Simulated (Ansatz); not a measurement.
# CrSi+ (quartet): wave-function methods side by side, def2-QZVPP

The task here is to estimate one member of a computed series from the others.

Program: Ansatz 0.2.0, Gaussian basis. Level of theory: def2-QZVPP, core rule «outside noble gas», up to 14 orbitals frozen. These are calculated values, not measurements.

Plan: UHF; ROHF; CCSD(T) on UHF.

5 further runs of the same task are left out: 1 for a known fault of the program, 4 set aside as unsound or not needed.

## What is computed

The geometry is a PBE0/def2-TZVP stationary point (not a proven minimum) of the parent state, kept for this charge and spin.

2 atoms, charge 1, spin multiplicity 4.

Atoms are counted from 1 here; the program's logs count them from 0.

Bond lengths: Cr1–Si2 2.318 Å.

Set-up of the first run:

in.yaml reads:

```yaml
crystal:
  periodic: [false, false, false]
  atoms:
    - {symbol: Cr, position_ang: [0.000000, 0.000000, 0.000000]}
    - {symbol: Si, position_ang: [0.000000, 0.000000, 2.318000]}
basis:
  gaussian: {orbitals: "def2-QZVPP.json"}
total_charge: 1
magnetization: {spin_polarized: true, initial_magnetization: 3}
hamiltonian: {xc: hf}
output: {orbitals: {seedname: orbitals}}
```

The run is started by

```sh
$ ansatz run in.yaml --threads 1 --pin off --events-out ev --progress --plain --max-ram 3968MiB --backend cpu
```

Among the steps run: UHF; ROHF; CCSD(T) on UHF.

One of the session's tables, all rows but one given; the rest of the session is left out.

| method | from UCCSD(T) (meV) |
| --- | --- |
| ROHF | +9119.4 |
| UHF | +5567.6 |
| UMP2 | +1038.2 |
| UCCSD | ? |
| UCCSD(T) | 0 |

Estimate the missing values for UCCSD.

As computed: from UCCSD(T) (meV): +297.5. In the column «from UCCSD(T) (meV)» it lies between UCCSD(T) (0) and UMP2 (+1038.2).

Limits of these values: The determinant is far from a pure spin state, so its energy mixes those of several spin states (harmless only where they are near-degenerate, as at dissociation).
